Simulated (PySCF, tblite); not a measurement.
# C12H12Ge: geometry, infrared bands, NMR shifts, spin-spin couplings and electronic excitations, part 2 of 3

tblite 0.8.0 and PySCF 2.14.0. Atoms count from 0. Earlier steps stand in the parts before.

### 6 Spin-spin couplings: B3LYP/pcSseg-1+pcJ-1

What the job is given:

```
{"job": {"kind": "j", "xc": "B3LYP", "basis": "pcJ-1"}, "charge": 0, "multiplicity": 1}
C     -4.222224     0.840113     0.214619
C     -3.114702     1.172586     0.994797
C     -1.968613     0.380763     0.950853
C     -1.909874    -0.754596     0.129866
Ge    -0.301413    -1.850703     0.076156
C      1.253576    -0.707801    -0.196581
C      2.513383    -1.074926     0.294662
C      3.625803    -0.259993     0.088526
C      3.491107     0.938725    -0.610888
C      2.242724     1.319419    -1.101135
C      1.132474     0.501627    -0.894218
C     -3.028546    -1.073419    -0.650434
C     -4.177707    -0.283540    -0.608798
H     -5.121346     1.460434     0.247083
H     -3.143565     2.054530     1.639635
H     -1.104205     0.658466     1.561633
H     -0.102622    -2.623618     1.396954
H     -0.457935    -2.872575    -1.069505
H      2.632304    -2.008764     0.852455
H      4.601403    -0.559812     0.479410
H      4.361274     1.580223    -0.770816
H      2.131968     2.260174    -1.646342
H      0.156329     0.815077    -1.276222
H     -3.005378    -1.950230    -1.304140
H     -5.041580    -0.546042    -1.224561
```

Level: B3LYP/pcJ-1 Ge:pcSseg-1 indirect spin-spin coupling, non-relativistic, gas phase.

Standard output:

```text
coarse grid: 99240 points
cycle   1  E = -2541.2351340046  dE =  1.231e+00  |g| = 1.047e+00  |ddm| = 5.044e+00
cycle   2  E = -2541.1708724257  dE =  6.426e-02  |g| = 1.161e+00  |ddm| = 1.450e+00
cycle   3  E = -2541.3547782281  dE = -1.839e-01  |g| = 1.091e-01  |ddm| = 9.448e-01
cycle   4  E = -2541.3564658095  dE = -1.688e-03  |g| = 5.532e-02  |ddm| = 1.436e-01
cycle   5  E = -2541.3571786789  dE = -7.129e-04  |g| = 2.049e-02  |ddm| = 6.571e-02
cycle   6  E = -2541.3573028032  dE = -1.241e-04  |g| = 2.205e-03  |ddm| = 2.496e-02
cycle   7  E = -2541.3573036907  dE = -8.874e-07  |g| = 1.434e-03  |ddm| = 3.797e-03
final grid: 212000 points
cycle   8  E = -2541.3572851563  dE =  1.236e-06  |g| = 2.674e-03  |ddm| = 5.417e-03
cycle   9  E = -2541.3572793722  dE =  5.784e-06  |g| = 5.233e-03  |ddm| = 7.181e-03
cycle  10  E = -2541.3572871275  dE = -7.755e-06  |g| = 3.104e-04  |ddm| = 4.878e-03
cycle  11  E = -2541.3572871514  dE = -2.392e-08  |g| = 3.142e-05  |ddm| = 2.790e-04
cycle  12  E = -2541.3572871515  dE = -1.714e-10  |g| = 1.819e-05  |ddm| = 4.153e-05
converged SCF energy = -2541.3572871515

Indirect spin-spin couplings (Hz)
  i      j    bonds     total        FC       PSO       DSO        SD
  0 C   13 H    1    166.551   165.449     0.254     0.849         -
  0 C   14 H    2      1.777     2.982    -0.895    -0.310         -
  0 C   15 H    3      7.962     8.042     0.337    -0.416         -
  0 C   16 H    5      0.763     0.890     0.104    -0.231         -
  0 C   23 H    3      7.907     7.989     0.351    -0.433         -
  0 C   24 H    2      1.666     2.888    -0.907    -0.315         -
  1 C   13 H    2      1.662     2.867    -0.894    -0.311         -
  1 C   14 H    1    166.689   165.568     0.244     0.878         -
  1 C   15 H    2      1.953     3.121    -0.973    -0.195         -
  1 C   16 H    4     -0.982    -0.887     0.109    -0.204         -
  1 C   17 H    4      1.795     1.991     0.167    -0.364         -
  1 C   23 H    4     -1.437    -1.463     0.401    -0.375         -
  1 C   24 H    3      7.799     7.907     0.362    -0.470         -
  2 C   13 H    3      7.999     8.084     0.349    -0.433         -
  2 C   14 H    2      1.943     3.145    -0.965    -0.237         -
  2 C   15 H    1    167.356   166.154     0.091     1.111         -
  2 C   16 H    3      0.349     0.519    -0.068    -0.103         -
  2 C   17 H    3      5.292     5.705     0.207    -0.619         -
  2 C   22 H    5      0.310     0.120    -0.284     0.473         -
  2 C   23 H    3      8.661     8.751     0.306    -0.396         -
  2 C   24 H    4     -1.271    -1.297     0.397    -0.371         -
  3 C   13 H    4     -1.315    -1.402     0.379    -0.292         -
  3 C   14 H    3      7.734     7.723     0.331    -0.320         -
  3 C   15 H    2      3.717     4.714    -1.075     0.078         -
  3 C   16 H    2      6.886     7.417    -0.084    -0.446         -
  3 C   17 H    2      9.184     9.730    -0.182    -0.364         -
  3 C   18 H    4      0.169     0.474     0.046    -0.351         -
  3 C   22 H    4      0.173    -0.103    -0.332     0.608         -
  3 C   23 H    2      3.586     4.603    -1.062     0.045         -
  3 C   24 H    3      7.746     7.737     0.335    -0.326         -
  5 C   13 H    6     -0.234    -0.189     0.121    -0.166         -
  5 C   16 H    2      9.121     9.639    -0.157    -0.362         -
  5 C   17 H    2      6.708     7.214    -0.062    -0.445         -
  5 C   18 H    2      3.701     4.711    -1.048     0.039         -
  5 C   19 H    3      7.766     7.758     0.336    -0.328         -
  5 C   20 H    4     -1.327    -1.412     0.379    -0.293         -
  5 C   21 H    3      7.736     7.723     0.333    -0.321         -
  5 C   22 H    2      3.385     4.392    -1.095     0.088         -
  6 C   16 H    3      1.586     1.631    -0.199     0.154         -
  6 C   17 H    3      0.993     1.235     0.004    -0.246         -
  6 C   18 H    1    166.512   165.282     0.176     1.054         -
  6 C   19 H    2      1.901     3.095    -0.938    -0.256         -
  6 C   20 H    3      8.021     8.108     0.355    -0.442         -
  6 C   21 H    4     -1.280    -1.305     0.400    -0.375         -
  6 C   22 H    3      8.811     8.901     0.292    -0.382         -
  7 C   16 H    4     -0.479    -0.446     0.103    -0.137         -
  7 C   17 H    4     -0.795    -0.669     0.114    -0.240         -
  7 C   18 H    2      1.999     3.168    -0.944    -0.225         -
  7 C   19 H    1    166.482   165.350     0.265     0.867         -
  7 C   20 H    2      1.641     2.851    -0.895    -0.315         -
  7 C   21 H    3      7.813     7.921     0.361    -0.469         -
  7 C   22 H    4     -1.449    -1.477     0.386    -0.359         -
  8 C   16 H    5      0.229     0.348     0.113    -0.232         -
  8 C   17 H    5      0.928     1.054     0.102    -0.227         -
  8 C   18 H    3      7.881     7.964     0.350    -0.434         -
  8 C   19 H    2      1.709     2.922    -0.898    -0.315         -
  8 C   20 H    1    166.324   165.214     0.261     0.849         -
  8 C   21 H    2      1.777     2.990    -0.903    -0.310         -
  8 C   22 H    3      8.020     8.098     0.332    -0.410         -
  9 C   16 H    4      1.201     1.389     0.158    -0.346         -
  9 C   17 H    4     -0.841    -0.713     0.115    -0.244         -
  9 C   18 H    4     -1.452    -1.474     0.399    -0.376         -
  9 C   19 H    3      7.805     7.913     0.362    -0.470         -
  9 C   20 H    2      1.601     2.815    -0.902    -0.311         -
  9 C   21 H    1    166.522   165.397     0.247     0.879         -
  9 C   22 H    2      2.071     3.220    -0.963    -0.186         -
 10 C   15 H    5      0.208     0.075    -0.242     0.376         -
 10 C   16 H    3      4.255     4.643     0.182    -0.570         -
 10 C   17 H    3      0.818     1.059     0.006    -0.248         -
 10 C   18 H    3      8.649     8.742     0.304    -0.397         -
 10 C   19 H    4     -1.268    -1.292     0.395    -0.371         -
 10 C   20 H    3      7.941     8.026     0.347    -0.432         -
 10 C   21 H    2      2.047     3.243    -0.963    -0.232         -
 10 C   22 H    1    168.595   167.428     0.038     1.129         -
 11 C   13 H    3      7.962     8.047     0.356    -0.441         -
 11 C   14 H    4     -1.276    -1.300     0.399    -0.374         -
 11 C   15 H    3      8.857     8.949     0.296    -0.388         -
 11 C   16 H    3      2.479     2.793     0.075    -0.389         -
 11 C   17 H    3      2.276     2.302    -0.234     0.208         -
 11 C   22 H    5      0.173     0.080    -0.138     0.231         -
 11 C   23 H    1    167.473   166.274     0.140     1.058         -
 11 C   24 H    2      1.942     3.128    -0.934    -0.252         -
 12 C   13 H    2      1.596     2.815    -0.904    -0.315         -
 12 C   14 H    3      7.804     7.911     0.362    -0.469         -
 12 C   15 H    4     -1.469    -1.493     0.388    -0.364         -
 12 C   17 H    4     -0.162    -0.138     0.102    -0.126         -
 12 C   23 H    2      2.166     3.321    -0.931    -0.223         -
 12 C   24 H    1    166.514   165.385     0.260     0.869         -
 13 H   14 H    3      8.325     8.516     0.159    -0.349         -
 13 H   15 H    4      1.126     1.127     1.595    -1.597         -
 13 H   16 H    6     -0.914    -0.628     0.681    -0.966         -
 13 H   17 H    6     -0.268    -0.012     0.722    -0.978         -
 13 H   18 H    8     -0.169    -0.000     0.504    -0.673         -
 13 H   23 H    4      1.127     1.134     1.639    -1.646         -
 13 H   24 H    3      8.412     8.608     0.167    -0.363         -
 14 H   15 H    3      8.518     8.548    -0.065     0.035         -
 14 H   17 H    5     -0.234     0.370     0.852    -1.456         -
 14 H   23 H    5      0.739     0.793     1.636    -1.689         -
 14 H   24 H    4      1.040     1.117     1.678    -1.755         -
 15 H   16 H    4     -0.698    -0.593    -0.453     0.347         -
 15 H   17 H    4     -1.035     0.952     0.926    -2.912         -
 15 H   22 H    6      0.472     0.128    -1.060     1.404         -
 15 H   23 H    4      0.961     1.087     1.635    -1.760         -
 15 H   24 H    5      0.765     0.816     1.608    -1.659         -
 16 H   17 H    2     12.930    15.932     0.789    -3.792         -
 16 H   18 H    4      0.530    -0.340    -1.193     2.063         -
 16 H   20 H    6     -0.463    -0.207     0.713    -0.969         -
 16 H   22 H    4     -1.185     0.635     0.829    -2.649         -
 16 H   23 H    4     -1.168    -0.034     0.339    -1.474         -
 17 H   18 H    4     -1.069    -0.451    -0.008    -0.610         -
 17 H   20 H    6     -1.026    -0.743     0.674    -0.958         -
 17 H   22 H    4     -1.233    -0.578    -0.036    -0.619         -
 17 H   23 H    4      0.853    -0.231    -1.421     2.505         -
 18 H   19 H    3      8.412     8.455     0.034    -0.076         -
 18 H   20 H    4      1.103     1.112     1.642    -1.651         -
 18 H   21 H    5      0.757     0.813     1.635    -1.690         -
 18 H   22 H    4      0.954     1.081     1.614    -1.741         -
 18 H   23 H    6     -0.529     0.036     0.328    -0.894         -
 18 H   24 H    7     -0.224     0.012     0.483    -0.719         -
 19 H   20 H    3      8.358     8.552     0.170    -0.365         -
 19 H   21 H    4      1.034     1.112     1.677    -1.755         -
 19 H   22 H    5      0.753     0.803     1.591    -1.641         -
 19 H   23 H    7     -0.213     0.008     0.464    -0.685         -
 20 H   21 H    3      8.359     8.552     0.154    -0.347         -
 20 H   22 H    4      1.137     1.138     1.576    -1.576         -
 21 H   22 H    3      8.518     8.541    -0.093     0.070         -
 23 H   24 H    3      8.385     8.423     0.033    -0.071         -
```

Wall time 2.2 min (2 threads of AMD EPYC 9R45, shared host); peak memory 4.3 GiB.

Beyond four bonds or across contacts, the largest of 1 Hz or more: H17–H20 -1.0 Hz.

A choice of the couplings up to four bonds, sorted by the number of bonds, with means over like pairs; isotopes 13C, 1H:

```
   pair  bonds  J (Hz)  Fermi contact (Hz)  dihedral (°)
 C2–H15      1   167.5               166.3             –
 C1–H14      1   166.6               165.4             –
 C0–H13      1   166.4               165.3             –
H16–H17      2    12.9                15.9             –
 C3–H16      2     8.0                 8.5             –
 C3–H15      2     3.6                 4.6             –
 C1–H15      2     2.0                 3.2             –
 C2–H14      2     2.0                 3.2             –
 C0–H14      2     1.7                 2.9             –
 C1–H13      2     1.6                 2.8             –
 C2–H23      3     8.7                 8.8           180
H14–H15      3     8.5                 8.5             0
H13–H14      3     8.4                 8.6             0
 C2–H13      3     8.0                 8.1          -180
 C0–H15      3     7.9                 8.0           179
 C1–H24      3     7.8                 7.9          -180
 C3–H14      3     7.7                 7.7          -180
 C2–H16      3     2.3                 2.5             –
 C1–H23      4    -1.5                -1.5             –
 C3–H13      4    -1.3                -1.4             –
 C2–H24      4    -1.3                -1.3             –
H13–H15      4     1.1                 1.1             –
H14–H24      4     1.0                 1.1             –
```

Means hide unlike values in this fixed geometry: C2–H16 from 0.3 to 5.3 Hz. They hold only if the pairs exchange fast.

The spin-dipole term was not solved, so all couplings lack that part.

The response was solved for the nuclei of H alone, so couplings that need other nuclei can be missing.

Quadrupole couplings from the field gradients of the same density:

```
atom  isotope  eQq/h (MHz)     η
 Ge4     73Ge       -7.349  0.91
```

Joined with the shifts from before (PBE0/pcSseg-1, unscaled), the couplings predict the line list below for 500 MHz.

1H NMR δ 7.66 (m, 4H), 7.51 (m, 2H), 7.48 (m, 4H), 5.15 (s, 2H).

### 7 Excited states and response: wB97X-D/def2-SVPD

Settings changed since step 6:

```diff
@@ -1,2 +1,2 @@
-{"job": {"kind": "j", "xc": "B3LYP", "basis": "pcJ-1"}, "charge": 0, "multiplicity": 1}
+{"job": {"kind": "uv", "xc": "wB97X-D", "basis": "def2-SVPD", "ip": false}, "charge": 0, "multiplicity": 1}
 C     -4.222224     0.840113     0.214619
```

Method: TDDFT wB97X-D/def2-SVPD, vertical, gas phase, core orbitals frozen in the response.

Standard output:

```text
coarse grid: 99240 points
cycle   1  E = -2540.7701210432  dE =  1.862e+00  |g| = 4.764e-01  |ddm| = 1.918e+01
cycle   2  E = -2540.7982410290  dE = -2.812e-02  |g| = 4.082e-01  |ddm| = 5.119e+00
cycle   3  E = -2540.8209656034  dE = -2.272e-02  |g| = 4.458e-02  |ddm| = 3.029e+00
cycle   4  E = -2540.8213640654  dE = -3.985e-04  |g| = 1.656e-02  |ddm| = 4.099e-01
cycle   5  E = -2540.8214322053  dE = -6.814e-05  |g| = 3.322e-03  |ddm| = 9.909e-02
cycle   6  E = -2540.8214350124  dE = -2.807e-06  |g| = 1.955e-03  |ddm| = 2.907e-02
final grid: 212000 points
cycle   7  E = -2540.8207979390  dE = -4.411e-06  |g| = 2.563e-03  |ddm| = 9.030e-02
cycle   8  E = -2540.8207972063  dE =  7.328e-07  |g| = 3.071e-03  |ddm| = 2.264e-02
cycle   9  E = -2540.8207997447  dE = -2.538e-06  |g| = 2.100e-04  |ddm| = 1.212e-02
cycle  10  E = -2540.8207997561  dE = -1.145e-08  |g| = 7.835e-05  |ddm| = 1.747e-03
cycle  11  E = -2540.8207997583  dE = -2.136e-09  |g| = 1.229e-05  |ddm| = 6.923e-04
cycle  12  E = -2540.8207997583  dE = -5.457e-11  |g| = 7.059e-06  |ddm| = 1.233e-04
converged SCF energy = -2540.8207997583

Static polarisability (au): isotropic 166.481, principal 122.826 160.409 216.209

Singlet excitations
state   eV       nm        f      main configurations
  1   5.3845    230.3   0.00156   H-1->L+1 0.25, H->L+2 0.21, H-2->L+3 0.11
  2   5.3971    229.7   0.00088   H-3->L+2 0.21, H-2->L 0.21, H->L+3 0.18
  3   6.0051    206.5   0.08776   H->L+1 0.26, H->L 0.13, H-1->L+2 0.10
  4   6.0677    204.3   0.01719   H->L 0.20, H-2->L+2 0.17, H->L+1 0.17
  5   6.6426    186.7   0.07781   H-4->L+1 0.21, H->L+1 0.14, H-4->L 0.09
  6   6.6958    185.2   0.01178   H-4->L 0.33, H-4->L+1 0.15, H->L 0.11
  7   6.7632    183.3   1.35664   H->L+2 0.15, H-2->L 0.14, H-1->L+1 0.12
  8   6.8014    182.3   0.14891   H->L+2 0.15, H-4->L+2 0.15, H-5->L 0.13
  9   6.9274    179.0   0.03449   H-4->L+2 0.19, H-4->L 0.15, H-5->L+3 0.12
 10   6.9567    178.2   0.38756   H-2->L+2 0.27, H-1->L 0.12, H->L+3 0.10

Triplet excitations (Tamm-Dancoff, eV): 4.1476 4.1497 4.7776 4.7840
```

Wall time 1.8 min (2 threads of AMD EPYC 9R45, shared host); peak memory 3.1 GiB.

Frontier orbitals and where they lie:

```
orbital     eV                       atoms
 HOMO−3  -9.25  C12 15 %, C2 15 %, C7 10 %
 HOMO−2  -9.18  C11 16 %, C1 16 %, C3 12 %
 HOMO−1  -9.13   C9 18 %, C6 18 %, C7 12 %
   HOMO  -8.96   C5 14 %, C8 12 %, C3 10 %
   LUMO   1.03   C3 15 %, C0 14 %, C2 13 %
 LUMO+1   1.12  C5 19 %, C8 18 %, C10 13 %
 LUMO+2   1.24  C11 14 %, C1 14 %, C3 10 %
```

With each of the 10 states as a Gaussian band of 0.4 eV half-width at 1/e, the curve within the window shown has maxima at 183 nm (ε 78,000) L/(mol cm). Beyond the last state computed it falls off for lack of states. The curve at chosen wavelengths:

nm, ε (L/mol/cm) and a bar:
```
      171      23654 #########
      175      47963 ##################
      178      65933 #########################
      182      78255 ##############################
      185      74991 #############################
      189      57973 ######################
      192      42049 ################
      196      24254 #########
      199      15467 ######
      203       8990 ###
      206       6555 ###
      210       4709 ##
      213       3709 #
      217       2572 #
      220       1857 #
      224       1125 
      227        745 
      231        420 
      234        274 
      238        159 
      241        108 
      245         66 
      248         46 
      252         28 
      255         19 
      259         11
```

Leading natural transition orbitals of singlet state 7: the hole lies on C7, C10 about 15 % each; 5 C atoms about 9 % each; C6 7 %; the particle on 5 C atoms about 8 % each; C1, C10 about 7 % each.

Leading natural transition orbitals of singlet state 1: the hole lies on 4 C atoms about 21 % each; the particle on C5, C8 about 24 % each; C6, C9, C10 about 8 % each; C7 7 %.

Further results of this job:

```
           property  computed
  dipole moment (D)      0.81
polarisability (Å³)     24.67
 HOMO–LUMO gap (eV)      9.99
      −ε(HOMO) (eV)      8.96
```

### 8 Shielding tensors: WP04/pcSseg-1

Settings changed since step 7:

```diff
@@ -1,2 +1,2 @@
-{"job": {"kind": "uv", "xc": "wB97X-D", "basis": "def2-SVPD", "ip": false}, "charge": 0, "multiplicity": 1}
+{"job": {"kind": "nmr", "xc": "WP04", "basis": "pcSseg-1", "pop": false}, "charge": 0, "multiplicity": 1}
 C     -4.222224     0.840113     0.214619
```

Level: GIAO WP04/pcSseg-1 NMR shielding, non-relativistic, gas phase.

Standard output:

```text
coarse grid: 99240 points
cycle   1  E = -2563.8125786148  dE =  1.112e+00  |g| = 8.417e-01  |ddm| = 5.280e+00
cycle   2  E = -2563.7112542032  dE =  1.013e-01  |g| = 1.035e+00  |ddm| = 2.069e+00
cycle   3  E = -2563.9811529632  dE = -2.699e-01  |g| = 1.190e-01  |ddm| = 1.222e+00
cycle   4  E = -2563.9819433545  dE = -7.904e-04  |g| = 9.315e-02  |ddm| = 1.875e-01
cycle   5  E = -2563.9841919205  dE = -2.249e-03  |g| = 2.521e-02  |ddm| = 1.114e-01
cycle   6  E = -2563.9843613981  dE = -1.695e-04  |g| = 6.845e-03  |ddm| = 3.191e-02
cycle   7  E = -2563.9843685015  dE = -7.103e-06  |g| = 1.407e-03  |ddm| = 6.091e-03
final grid: 212000 points
cycle   8  E = -2563.9843362447  dE =  1.200e-06  |g| = 2.733e-03  |ddm| = 6.978e-03
cycle   9  E = -2563.9843284181  dE =  7.827e-06  |g| = 5.819e-03  |ddm| = 8.076e-03
cycle  10  E = -2563.9843383480  dE = -9.930e-06  |g| = 3.622e-04  |ddm| = 5.729e-03
cycle  11  E = -2563.9843383822  dE = -3.420e-08  |g| = 5.822e-05  |ddm| = 3.794e-04
cycle  12  E = -2563.9843383828  dE = -6.676e-10  |g| = 2.070e-05  |ddm| = 6.505e-05
converged SCF energy = -2563.9843383828

GIAO shielding tensors (ppm)
atom      isotropic    diamagn.    paramagn.     s11        s22        s33       span
  0 C       37.856     253.702    -215.846    -72.849     23.581    162.836    235.685
  1 C       39.230     254.609    -215.379    -73.299     29.089    161.900    235.199
  2 C       31.414     255.751    -224.337    -86.550     22.418    158.375    244.925
  3 C       30.579     265.349    -234.769    -60.038    -17.090    168.867    228.905
  4 Ge    1410.496    2763.131   -1352.635   1333.041   1394.493   1503.954    170.913
  5 C       30.171     265.286    -235.115    -59.833    -17.412    167.757    227.590
  6 C       31.811     252.535    -220.724    -86.148     27.030    154.551    240.699
  7 C       39.464     254.134    -214.669    -72.393     29.311    161.475    233.868
  8 C       38.106     254.500    -216.394    -72.383     24.104    162.596    234.979
  9 C       39.327     255.311    -215.984    -73.212     29.536    161.657    234.869
 10 C       31.593     256.953    -225.359    -85.811     21.412    159.179    244.990
 11 C       30.954     251.109    -220.155    -87.605     27.492    152.974    240.579
 12 C       39.250     253.225    -213.975    -72.531     28.811    161.472    234.003
 13 H       24.366      26.685      -2.320     21.148     24.968     26.980      5.832
 14 H       24.429      31.479      -7.050     21.107     24.336     27.845      6.738
 15 H       24.329      37.124     -12.795     20.317     21.643     31.027     10.710
 16 H       26.918      31.562      -4.644     20.780     22.692     37.282     16.502
 17 H       27.045      31.757      -4.712     20.441     23.318     37.375     16.935
 18 H       24.113      32.700      -8.587     19.890     22.477     29.973     10.083
 19 H       24.408      28.037      -3.629     21.074     24.741     27.408      6.334
 20 H       24.433      28.057      -3.624     21.131     25.081     27.089      5.958
 21 H       24.540      32.319      -7.780     21.012     24.344     28.264      7.252
 22 H       24.538      37.986     -13.448     19.536     22.333     31.745     12.208
 23 H       24.048      32.368      -8.320     19.778     22.437     29.930     10.152
 24 H       24.370      26.917      -2.547     21.061     24.654     27.394      6.334
```

It took 40 s on 2 threads of AMD EPYC 9R45, shared host; peak memory 2.3 GiB.

In short: δ C3 142.1, C2 141.0, C0 134.5, C1 133.1, H15 7.31, H13 7.16 ppm (means over like atoms).

### 9 Run by run: NMR shifts

Shifts (ppm) of some atoms, chosen among heavy atoms and hydrogens apart, means over like atoms, with basis size and wall time (the measured row can stand on another reference than the computed rows):

```
          run     C2     C3     C0     C1   H14   H16   Ge4  functions  time
PBE0/pcSseg-1  141.8  139.7  135.1  133.8  7.48  5.15  -131        305  57 s
WP04/pcSseg-1  141.0  142.1  134.5  133.1  7.13  4.58  -134        305  40 s
     measured      –      –      –      –     –     –  -108          –     –
```

Measured: solution, C6D6; U. Herzog, Habilitationsschrift, TU Bergakademie Freiberg, 2002/2003.

(Part 2 of 3 ends here.)
